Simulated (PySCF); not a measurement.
**CuF: singlet, from a linear start**

Where does singlet CuF go from a linear start, is the end point a minimum, and what are its modes, charges and moments?

Program: PySCF 2.14.0. Level of theory: PBE, basis Cu def2-TZVP, F def2-TZVP, no relativity, density fitting. These are calculated values, not measurements.

## Step 1: The system as given

2 atoms, charge 0, spin multiplicity 1.

Bond lengths: Cu1–F2 1.848 Å.

Z-matrix (Å, degrees; charge 0 multiplicity 1):
```
Cu
F  1 1.8480
```

## Step 2: First SCF at the start

One driver script runs all steps and calls PySCF; scf.py shows how it sets up the SCF of each step. The optimiser is the driver's own. After this first run the driver tries any further starts and a stability analysis.

scf.py reads:

```python
from pyscf import gto, scf, dft
mol = gto.M(atom='''
Cu     0.000000     0.000000     0.000000
F      0.000000     0.000000     1.848000''',
    basis={'Cu': 'def2-TZVP', 'F': 'def2-TZVP'},
    charge=0, spin=0)
mf = dft.RKS(mol, xc='PBE')
mf.grids.atom_grid = (50, 194)
aux = {'Cu': 'def2-universal-JKFIT', 'F': 'def2-universal-JKFIT'}
mf = mf.density_fit(auxbasis=aux)
mf.conv_tol = 1e-08
mf.diis_space = 10
mf.max_cycle = 60
mf.init_guess = 'minao'
mf.verbose = 4
mf.kernel()
```

Run with:

```bash
$ OMP_NUM_THREADS=2 python axn.py task.json out
```

The log of the run (excerpt; [...] marks lines left out):

```text
[... the frontier levels of the middle cycles are left out ...]
init E= -1739.61417736004
  HOMO = 8.89659988893228e-05  LUMO = 0.00713295047312481  gap/eV = 0.19168
cycle= 1 E= -1736.26406760766  delta_E= 3.35  |g|= 5.99  |ddm|= 2.03
  HOMO = -0.48478604267793  LUMO = -0.440969833824163  gap/eV = 1.19230
cycle= 2 E= -1716.88564722896  delta_E= 19.4  |g|= 11.8  |ddm|= 7.32
  HOMO = -0.714281528971937  LUMO = -0.274815989386838  gap/eV = 11.95847
cycle= 3 E= -1738.19388681417  delta_E= -21.3  |g|= 4.14  |ddm|=  6.8
cycle= 4 E= -1734.07702682779  delta_E= 4.12  |g|= 4.76  |ddm|= 3.98
cycle= 5 E= -1739.91399122361  delta_E= -5.84  |g|= 1.08  |ddm|= 3.61
cycle= 6 E= -1739.92641884767  delta_E= -0.0124  |g|= 0.788  |ddm|= 1.32
cycle= 7 E= -1740.06586276521  delta_E= -0.139  |g|= 0.0863  |ddm|= 0.695
cycle= 8 E= -1740.06699338154  delta_E= -0.00113  |g|= 0.0392  |ddm|= 0.0692
cycle= 9 E= -1740.06717243439  delta_E= -0.000179  |g|= 0.00552  |ddm|= 0.0247
cycle= 10 E= -1740.06717787543  delta_E= -5.44e-06  |g|= 0.00147  |ddm|= 0.00322
cycle= 11 E= -1740.06717828737  delta_E= -4.12e-07  |g|= 0.000172  |ddm|= 0.001
cycle= 12 E= -1740.06717829334  delta_E= -5.97e-09  |g|= 5.13e-05  |ddm|= 0.000179
  HOMO = -0.218903421594641  LUMO = -0.151635200495527  gap/eV = 1.83046
Extra cycle  E= -1740.06717828843  delta_E= 4.91e-09  |g|= 0.000237  |ddm|= 0.000125
converged SCF energy = -1740.06717828843
```

This step, with its further starts and checks, took 3.3 s on 2 threads of Arm Neoverse V2, shared host.

No lower closed-shell solution turned up in the test of internal stability.

## Step 3: Relaxing the singlet from the linear start

The program finds C∞v symmetry in the start, which this walk keeps. The walk stops when the largest gradient is under 0.0003 Eh/bohr and the energy has settled too.

Edit scf.py of step 2 so:

```diff
@@ -3,2 +3,2 @@
-Cu     0.000000     0.000000     0.000000
-F      0.000000     0.000000     1.848000''',
+Cu     0.000000     0.000000    -0.428535
+F      0.000000     0.000000     1.419465''',
@@ -14 +13,0 @@
-mf.init_guess = 'minao'
```

Energy and gradient, step by step:

```
step   energy (Eh)  change (kJ/mol)  largest symmetric gradient (Eh/bohr)
   0  -1740.067178             0.00                               0.02485
   1  -1740.069169            -5.23                               0.00865
   2  -1740.069362            -5.73                               0.00271
   3  -1740.069380            -5.78                               0.00019
   4  -1740.069380            -5.78                               0.00000
```

The walk took 3.1 s.

End point (C∞v, 4 steps, 5.8 kJ/mol gained): Cu–F 1.762 Å.

## Step 4: Hessian and properties

On the finer grid the gradient is checked again; gradients at displacements of ±0.02 bohr then give force constants and infrared intensities.

Edit scf.py of step 3 so:

```diff
@@ -3,2 +3,2 @@
-Cu     0.000000     0.000000    -0.428535
-F      0.000000     0.000000     1.419465''',
+Cu     0.000000     0.000000    -0.408649
+F      0.000000    -0.000000     1.353342''',
@@ -8 +8 @@
-mf.grids.atom_grid = (50, 194)
+mf.grids.atom_grid = (75, 302)
@@ -11 +11 @@
-mf.conv_tol = 1e-08
+mf.conv_tol = 1e-10
```

The driver hands on the density of the step before, so the log starts near convergence.

Log of the central SCF (cycles and frontier levels):

```text
init E= -1740.06927087863
  HOMO = -0.217560705649363  LUMO = -0.146740464987076  gap/eV = 1.92712
cycle= 1 E= -1740.06927087862  delta_E= 8.19e-12  |g|= 1.27e-05  |ddm|= 6.75e-06
  HOMO = -0.217557229760666  LUMO = -0.146739422467576  gap/eV = 1.92705
cycle= 2 E= -1740.0692708783  delta_E= 3.21e-10  |g|= 6.09e-05  |ddm|= 3.24e-05
  HOMO = -0.21756010569719  LUMO = -0.14674028328006  gap/eV = 1.92711
cycle= 3 E= -1740.06927087863  delta_E= -3.29e-10  |g|= 1.08e-07  |ddm|= 2.69e-05
  HOMO = -0.21756010381449  LUMO = -0.146740283247986  gap/eV = 1.92711
cycle= 4 E= -1740.06927087863  delta_E= 9.09e-13  |g|= 2.19e-08  |ddm|= 7.12e-08
  HOMO = -0.217560111397419  LUMO = -0.14674028586812  gap/eV = 1.92711
Extra cycle  E= -1740.06927087863  delta_E= -2.5e-12  |g|= 1.12e-07  |ddm|= 6.57e-08
converged SCF energy = -1740.06927087863
```

The whole step took 6 s.

Geometry: C∞v; Cu–F 1.762 Å.

Harmonic modes (main isotopes):

| symmetry | ω (cm⁻¹) | IR (km/mol) | type |
| --- | --- | --- | --- |
| σ+ | 592 | 41.1 | stretch |

All wavenumbers are real: a minimum.

Properties at this point:

- Dipole moment: 4.69 D
- Highest occupied level: -5.92 eV
- Lowest empty level: -3.99 eV
- Rotational constants: 0.3721 cm⁻¹
- Zero-point energy: 3.5 kJ/mol
- Principal polarisabilities: 17.8, 17.8, 24.2 bohr³
- Atomisation energy without zero-point energy: 409 kJ/mol
- Principal traceless quadrupole moments about the centre of mass: -1.25, 0.63, 0.63 D Å
- Entropy at 298.15 K and 1 bar: 226.6 J/(mol K)
- Heat capacity Cp at 298.15 K: 33.5 J/(mol K)
- Enthalpy at 298.15 K above 0 K: 9.11 kJ/mol
- Rotational symmetry number: 1

Charges (e) and bond orders:

```tsv
atom	Mulliken	Löwdin	polar tensor	Mayer order to Cu1
Cu1	0.50	0.33	0.63	–
F2	-0.50	-0.33	-0.63	0.89
```

Outer orbital energies (eV). occupied: -9.26, -7.98, -7.98, -6.44, -6.44, -5.94, -5.92, -5.92; empty: -3.99, 1.32, 1.32, 2.01.

Mulliken populations on Cu1: s 6.50, p 12.15, d 9.85, f 0.00.

## Step 5: Stability of the closed shell

At the lowest minimum the closed shell is tested against spin polarisation, on the (50, 194) grid. It is stable.

## Step 6: Outcome

| quantity | value |
| --- | --- |
| minimum | singlet, C∞v |
| geometry | Cu–F 1.762 Å |
| wavenumbers (cm⁻¹) | 592 (σ+) |
| dipole moment | 4.69 D |
| highest occupied, lowest empty level | -5.92, -3.99 eV |
| polar-tensor charge of Cu1 | +0.63 e |
| zero-point energy | 3.5 kJ/mol |
| entropy at 298.15 K | 226.6 J/(mol K) |
| atomisation energy (no zero-point energy) | 409 kJ/mol |

**Reading.** The molecule stays C∞v, as typed, and the end point is a minimum. The strongest infrared band lies at 592 cm⁻¹ (σ+, stretch). Only this shape and spin were tried, so other structures or states may lie lower.

The search up to here took 13 s on 2 threads of Arm Neoverse V2, shared host.
